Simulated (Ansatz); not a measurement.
# C₄H₈Si: how energies converge with the basis set

The task here is to estimate one member of a computed series from the others.

Method: one geometry, several basis sets; program: Ansatz 0.2.0, Gaussian basis.

Levels to be run: PBE0-D4/def2-SVP; ωB97M-V/def2-SVP; PBE0-D4/def2-QZVPP; ωB97M-V/def2-QZVPP; the functionals' def2-TZVPP values are taken from earlier runs.

## The geometry

The geometry comes from an earlier relaxation with PBE0-D4 in a triple-zeta def2 set; it is a stationary point, not always the lowest conformer.

SMILES `C=CC(=C)[SiH3]`, 13 atoms, charge 0, spin multiplicity 1.

Atoms are counted from 1 here; the program's logs count them from 0.

Bond lengths: C1–C2 1.332 Å, C1–H6 1.083 Å, C1–H7 1.086 Å, C2–C3 1.458 Å, C2–H8 1.090 Å, C3–C4 1.339 Å, C3–Si5 1.874 Å, C4–H9 1.084 Å, C4–H10 1.088 Å, Si5–H11 1.485 Å, Si5–H12 1.488 Å, Si5–H13 1.488 Å. Angles: C2–C1–H6 121.4°, C2–C1–H7 122.1°, H6–C1–H7 116.6°, C1–C2–C3 125.3°, C1–C2–H8 118.9°, C3–C2–H8 115.8°, C2–C3–C4 120.2°, C2–C3–Si5 120.9°, C4–C3–Si5 119.0°, C3–C4–H9 122.2°, C3–C4–H10 121.3°, H9–C4–H10 116.5°, C3–Si5–H11 108.1°, C3–Si5–H12 111.2°, C3–Si5–H13 111.2°, H11–Si5–H12 109.3°, H11–Si5–H13 109.3°, H12–Si5–H13 107.7°.

Set-up of the first run:

in.yaml

```yaml
crystal:
  periodic: [false, false, false]
  atoms:
    - {symbol: C, position_ang: [0.556059, -0.177460, -1.959128]}
    - {symbol: C, position_ang: [-0.516654, -0.063260, -1.178158]}
    - {symbol: C, position_ang: [-0.491876, 0.042976, 0.275904]}
    - {symbol: C, position_ang: [-1.636381, 0.152886, 0.962325]}
    - {symbol: Si, position_ang: [1.130596, 0.029567, 1.213374]}
    - {symbol: H, position_ang: [0.464418, -0.252398, -3.035708]}
    - {symbol: H, position_ang: [1.563444, -0.200810, -1.554775]}
    - {symbol: H, position_ang: [-1.503893, -0.045457, -1.638827]}
    - {symbol: H, position_ang: [-1.656428, 0.233734, 2.043418]}
    - {symbol: H, position_ang: [-2.599586, 0.165310, 0.456229]}
    - {symbol: H, position_ang: [0.828246, 0.146583, 2.663039]}
    - {symbol: H, position_ang: [1.882909, -1.230249, 0.967980]}
    - {symbol: H, position_ang: [1.999646, 1.163777, 0.799027]}
basis:
  gaussian: {orbitals: def2-SVP}
hamiltonian: {xc: pbe0, dispersion: d4}
output: {orbitals: {seedname: orbitals}}
```

Command:

```
> ansatz run in.yaml --threads 4 --pin off --events-out ev --progress --plain --max-ram 10444MiB
```

Steps of the session up to this table: PBE0-D4 in def2-SVP; ωB97M-V in def2-SVP; PBE0-D4 in def2-QZVPP; ωB97M-V in def2-QZVPP.

One table of the session follows, with a row left open; its other results are not shown here.

It belongs to the step «Functionals by basis». 

```
functional       basis  HOMO (eV)
   PBE0-D4    def2-SVP      -6.99
   PBE0-D4  def2-TZVPP      -7.04
   PBE0-D4  def2-QZVPP          ?
   ωB97M-V    def2-SVP      -9.08
   ωB97M-V  def2-TZVPP      -9.15
   ωB97M-V  def2-QZVPP      -9.15
```

Estimate the missing values for PBE0-D4, def2-QZVPP.

**Answer.** HOMO (eV): -7.05. In the column «HOMO (eV)» it lies between ωB97M-V, def2-SVP (-9.08) and PBE0-D4, def2-TZVPP (-7.04).
